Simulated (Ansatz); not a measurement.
# PtPb: response to strain

PtPb is deformed so: zz strain of +2 %. What stress and forces result, by LAPW, PAW and all-electron datasets made for the crystal?

Method: DFT LDA, scalar-relativistic, in Ansatz 0.2.0.

## Step 1: The system as given

Symmetry: P6_3/mmc, No. 194, hexagonal system. Conventional cell: a = 4.250 Å, b = 4.250 Å, c = 5.456 Å, α = 90.00°, β = 90.00°, γ = 120.00°. Pt (site symmetry -6m2) is surrounded by 6 Pb at 2.81 Å. Around Pb (site symmetry -3m) lie 2 Pb at 2.73 Å and 6 Pt at 2.81 Å.

Coordinates:

```cif
data_structure
_symmetry_space_group_name_H-M 'P 1'
_symmetry_Int_Tables_number 1
_cell_length_a 4.2500
_cell_length_b 4.2500
_cell_length_c 5.4560
_cell_angle_alpha 90.000
_cell_angle_beta 90.000
_cell_angle_gamma 120.000
_cell_volume 85.35
loop_
_atom_site_label
_atom_site_type_symbol
_atom_site_fract_x
_atom_site_fract_y
_atom_site_fract_z
_atom_site_occupancy
Pt1 Pt 0.33333 0.66667 0.25000 1
Pt2 Pt 0.66667 0.33333 0.75000 1
Pb1 Pb 0.00000 0.00000 0.00000 1
Pb2 Pb 0.00000 0.00000 0.50000 1
```

Atoms are numbered in the order of the input: Pt1, Pt2, Pb3, Pb4.

## Step 2: After the deformation

Space group P6_3/mmc before, P6_3/mmc after.

## Step 3: Full-potential LAPW

File input.yaml:

```yaml
crystal:
  lattice:
    - [4.2500008807, 0.0, 0.0]
    - [-2.1250004404, 3.6806087288, 0.0]
    - [0.0, 0.0, 5.56512]
  atoms:
    - { symbol: Pt, position: [0.3333333333, 0.6666666667, 0.25] }
    - { symbol: Pt, position: [0.6666666667, 0.3333333333, 0.75] }
    - { symbol: Pb, position: [0.0, 0.0, 0.0] }
    - { symbol: Pb, position: [0.0, 0.0, 0.5] }
kpoints:
  mp_grid: { grid: [10, 10, 7] }
  band_path:
    path:
      - [0.0, 0.0, 0.0]
      - [0.5, 0.0, 0.0]
      - [0.3333333333, 0.3333333333, 0.0]
      - [0.0, 0.0, 0.0]
      - [0.0, 0.0, 0.5]
      - [0.5, 0.0, 0.5]
      - [0.3333333333, 0.3333333333, 0.5]
      - [0.0, 0.0, 0.5]
      - [0.5, 0.0, 0.5]
    npoints: 5
scf:
  occupations: { method: fermi_dirac, width: 0.05 }
hamiltonian:
  xc: lda
  pseudopotentials: { kind: all_electron, lapw: { basis_error: 0.0005 } }
output:
  forces: true
  stress: true
  eigenvalues: true
```

The run is started by

```console
ansatz run input.yaml --threads 1 --pin off --max-ram 4096MiB --backend cpu --events-out ev --progress --plain --runs-dir out
```

## Step 4: PAW with frozen cores

File input.yaml:

```yaml
crystal:
  lattice:
    - [4.2500008807, 0.0, 0.0]
    - [-2.1250004404, 3.6806087288, 0.0]
    - [0.0, 0.0, 5.56512]
  atoms:
    - { symbol: Pt, position: [0.3333333333, 0.6666666667, 0.25] }
    - { symbol: Pt, position: [0.6666666667, 0.3333333333, 0.75] }
    - { symbol: Pb, position: [0.0, 0.0, 0.0] }
    - { symbol: Pb, position: [0.0, 0.0, 0.5] }
kpoints:
  mp_grid: { grid: [10, 10, 7] }
scf:
  occupations: { method: fermi_dirac, width: 0.05 }
hamiltonian:
  xc: lda
  pseudopotentials: { kind: paw }
output:
  forces: true
  stress: true
  eigenvalues: true
  efg: { contact_densities: true }
```

## Step 5: All-electron PAW on datasets made for the crystal

Edit input.yaml of step 4 so:

```diff
@@ -16,3 +16,3 @@
   xc: lda
-  pseudopotentials: { kind: paw }
+  pseudopotentials: { kind: all_electron, datasets: crystal }
 output:
```

(Steps that only read results are left out.)

What does the calculation give? Wanted: pressure; largest shear or deviatoric stress.

As calculated:

| quantity | value |
| --- | --- |
| pressure | LAPW 3.62, PAW 3.62, crystal datasets 3.62 GPa |
| largest shear or deviatoric stress (LAPW) | 15.27 GPa |

In words: The largest part of the stress beyond the pressure is 15.27 GPa in size, in the zz component; the atoms are carried along and not relaxed. No run of the undeformed cell stands beside it, so the pressure holds what the given cell had before the change. PAW: stress within 0.03 GPa of LAPW. Crystal datasets: stress within 0.01 GPa of LAPW. Spin-orbit coupling is left out, though the cell holds Pb; in elements this heavy it can shift bands and gaps by tenths of an eV.
